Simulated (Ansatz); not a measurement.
**GeH₅NOSi: small, medium and large basis sets**

One table from this session's results is given with a row withheld; the runs are named, their logs left out.

The runs use Ansatz 0.2.0, Gaussian basis; one geometry, several basis sets.

The runs, in order: PBE0-D4/def2-SVP; ωB97M-V/def2-SVP; PBE0-D4/def2-QZVPP; ωB97M-V/def2-QZVPP; the functionals' def2-TZVPP values are taken from earlier runs.

## The geometry

An earlier PBE0-D4 in a triple-zeta def2 set relaxation fixed the geometry.

9 atoms, charge 0, spin multiplicity 1.

Atoms are counted from 1 here; the program's logs count them from 0.

Bond lengths: N1–Ge2 1.814 Å, N1–H5 1.008 Å, N1–H6 1.007 Å, Ge2–O3 1.897 Å, Ge2–Si4 2.258 Å, Ge2–H7 1.535 Å, O3–Si4 1.648 Å, Si4–H8 1.487 Å, Si4–H9 1.487 Å. Angles: Ge2–N1–H5 117.3°, Ge2–N1–H6 118.7°, H5–N1–H6 111.5°, N1–Ge2–O3 110.3°, N1–Ge2–Si4 124.5°, N1–Ge2–H7 107.3°, O3–Ge2–Si4 45.7°, O3–Ge2–H7 108.0°, Si4–Ge2–H7 126.7°, Ge2–O3–Si4 78.8°, Ge2–Si4–O3 55.5°, Ge2–Si4–H8 122.1°, Ge2–Si4–H9 124.3°, O3–Si4–H8 117.3°, O3–Si4–H9 118.0°, H8–Si4–H9 109.3°.

The first run:

Input file in.yaml:

```yaml
crystal:
  periodic: [false, false, false]
  atoms:
    - {symbol: N, position_ang: [-0.611262, 1.281220, -1.252831]}
    - {symbol: Ge, position_ang: [0.478316, 0.540688, -0.006413]}
    - {symbol: O, position_ang: [0.756748, -1.296873, -0.385745]}
    - {symbol: Si, position_ang: [0.040698, -1.380507, 1.096346]}
    - {symbol: H, position_ang: [-0.324375, 2.159234, -1.655198]}
    - {symbol: H, position_ang: [-1.606707, 1.250710, -1.105276]}
    - {symbol: H, position_ang: [1.833540, 1.255028, -0.102881]}
    - {symbol: H, position_ang: [-1.327052, -1.959981, 1.162169]}
    - {symbol: H, position_ang: [0.848597, -1.895920, 2.232728]}
basis:
  gaussian: {orbitals: def2-SVP}
hamiltonian: {xc: pbe0, dispersion: d4}
output: {orbitals: {seedname: orbitals}}
```

Steps of the session up to this table: PBE0-D4 in def2-SVP; ωB97M-V in def2-SVP; PBE0-D4 in def2-QZVPP; ωB97M-V in def2-QZVPP.

One table of the session follows, with a row left open; its other results are not shown here.

It belongs to the step «Functionals by basis». 

```
functional       basis  HOMO (eV)
   PBE0-D4    def2-SVP      -6.46
   PBE0-D4  def2-TZVPP      -6.57
   PBE0-D4  def2-QZVPP      -6.62
   ωB97M-V    def2-SVP          ?
   ωB97M-V  def2-TZVPP      -8.65
   ωB97M-V  def2-QZVPP      -8.70
```

Estimate the missing values for ωB97M-V, def2-SVP.

**Answer.** HOMO (eV): -8.51. In the column «HOMO (eV)» it lies between ωB97M-V, def2-TZVPP (-8.65) and PBE0-D4, def2-QZVPP (-6.62).
